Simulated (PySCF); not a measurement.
# C7H8S: the cost of one run

Programs: PySCF 2.14.0, with density-fitted response routines of our own. Each step states its level of theory. These are calculated values for one molecule, in the gas phase or a continuum, unless marked as measured. Atoms are numbered from 0 throughout.

## Step 1: The molecule as given

16 atoms, charge 0, multiplicity 1; geometry from: GFN2-xTB. The atoms were then displaced at random by about 0.01 Å, so the start is not that level's minimum.

Bonds of the start (Å): C0–S1 1.82, S1–C2 1.75, C2–C3 1.40, C3–C4 1.35, C4–C5 1.39, C5–C6 1.37, C6–C7 1.38, C7–C2 1.42, C0–H8 1.11, C0–H9 1.06, C0–H10 1.08, C3–H11 1.10, C4–H12 1.06, C5–H13 1.07, C6–H14 1.06, C7–H15 1.09.

## Step 2: Geometry optimisation at PBE0-D3(BJ)/def2-TZVP

What the job is given:

```
{"job": {"xc": "PBE0", "basis": "def2-TZVP", "d3": "d3bj", "grid": 2, "shake": 0.01, "kind": "geom"}, "charge": 0, "multiplicity": 1}
C     -2.772490    -0.877200    -0.455670
S     -1.992220     0.756520    -0.674870
C     -0.329180     0.470780    -0.202190
C      0.215390    -0.753730     0.218040
C      1.513360    -0.883520     0.562650
C      2.359900     0.219260     0.513160
C      1.880070     1.439700     0.099790
C      0.558540     1.578870    -0.257880
H     -3.831270    -0.693430    -0.724760
H     -2.338900    -1.589260    -1.105990
H     -2.746540    -1.163960     0.588660
H     -0.451760    -1.621500     0.283280
H      1.862460    -1.827200     0.886230
H      3.385910     0.114250     0.797670
H      2.519620     2.289150     0.051660
H      0.148070     2.538890    -0.569050
```

Launch:

```
> OMP_NUM_THREADS=2 python probes_run.py task.json out
```

The driver reads the jobs from task.json and runs them one after another.

**Question.** How long does this first job take on 2 threads of Intel Xeon at 2.50GHz, shared host, and how much memory does it need?

About 10 min, with a peak of 1.9 GiB.
